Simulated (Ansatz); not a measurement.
# ScSiC3: further runs on a relaxed guess

This session takes a relaxed cell of ScSiC3 and sets out to compute bands, density of states and charges.

Method: DFT PBE, scalar-relativistic, plane waves, PAW, in Ansatz 0.2.0.

3 further runs of the same task are left out: 1 that didn't finish, 2 set aside as unsound or not needed.

### Step 1. The system as given

The structure is hexagonal, space group P6/mmm (No. 191). The conventional cell has a = 3.983 Å, b = 3.983 Å, c = 5.024 Å, α = 90.00°, β = 90.00°, γ = 120.00°. Around Sc (site symmetry 6/mmm) lie 2 Si at 2.51 Å. Si (site symmetry 6/mmm) is surrounded by 6 C at 1.99 Å and 2 Sc at 2.51 Å. C (site symmetry mmm) is surrounded by 4 C at 1.99 Å and 2 Si at 1.99 Å.

As a file:

```cif
data_structure
_symmetry_space_group_name_H-M 'P 1'
_symmetry_Int_Tables_number 1
_cell_length_a 3.9825
_cell_length_b 3.9825
_cell_length_c 5.0241
_cell_angle_alpha 90.000
_cell_angle_beta 90.000
_cell_angle_gamma 120.000
_cell_volume 69.01
loop_
_atom_site_label
_atom_site_type_symbol
_atom_site_fract_x
_atom_site_fract_y
_atom_site_fract_z
_atom_site_occupancy
Sc1 Sc 0.00000 0.00000 0.50000 1
Si1 Si 0.00000 0.00000 0.00000 1
C1 C 0.50000 0.00000 0.00000 1
C2 C 0.00000 0.50000 0.00000 1
C3 C 0.50000 0.50000 0.00000 1
```

It is the end of an earlier relaxation with the same method, from a generated guess; it is a trial structure. At a tolerance of 0.05 Å it has space group P6/mmm (No. 191); it has 13.80 Å³/atom, an uncorrected energy of +2.34 eV/atom over the elements.

### Step 2. Static run: bands, density of states and charges

input.yaml

```yaml
crystal:
  lattice:
    - [3.9825059824, 0.0, 0.0]
    - [-1.9912529912, 3.4489513515, 0.0]
    - [0.0, 0.0, 5.0240955289]
  atoms:
    - { symbol: Sc, position: [0.0, 0.0, 0.5] }
    - { symbol: Si, position: [0.0, 0.0, 0.0] }
    - { symbol: C, position: [0.5, 0.0, 0.0] }
    - { symbol: C, position: [0.0, 0.5, 0.0] }
    - { symbol: C, position: [0.5, 0.5, 0.0] }
basis:
  ecutwfc: 420
kpoints:
  mp_grid: { grid: [12, 12, 8] }
  band_path:
    path:
      - [[0.0, 0.0, 0.0], [0.5, 0.0, 0.0], [0.33333333, 0.33333333, 0.0], [0.0, 0.0, 0.0], [0.0, 0.0, 0.5], [0.5, 0.0, 0.5], [0.33333333, 0.33333333, 0.5], [0.0, 0.0, 0.5]]
      - [[0.5, 0.0, 0.5], [0.5, 0.0, 0.0]]
      - [[0.33333333, 0.33333333, 0.5], [0.33333333, 0.33333333, 0.0]]
    npoints: 14
hamiltonian:
  xc: pbe
scf:
  occupations: { method: gaussian, width: 0.1 }
  n_extra_bands: 12
output:
  forces: true
  stress: true
  eigenvalues: true
  populations: true
  dos: { projected: true, de: 0.02, nscf_kmesh: { grid: [15, 15, 10] } }
  bader: true
```

Launch:

```console
> ansatz run input.yaml --threads 1 --pin off --max-ram 2048MiB --backend cpu --events-out ev --progress --plain --runs-dir out
```

Q: Predict the outcome of this session. Wanted: gap; states at the Fermi level; Bader charges.

The runs gave:

```
                 quantity                          value
                      gap                   none (metal)
states at the Fermi level           3.36 per eV per cell
            Bader charges  Sc +1.09, Si +1.70, C -0.93 e
```

What this shows: Bands cross the Fermi level: a metal at this level of theory. Of the projected weight within 0.25 eV of the Fermi level, the largest part is C 2p (40 %) and Sc 3d (39 %). Bader charges reach 1.7 e, so charge transfer in this metal is strong.
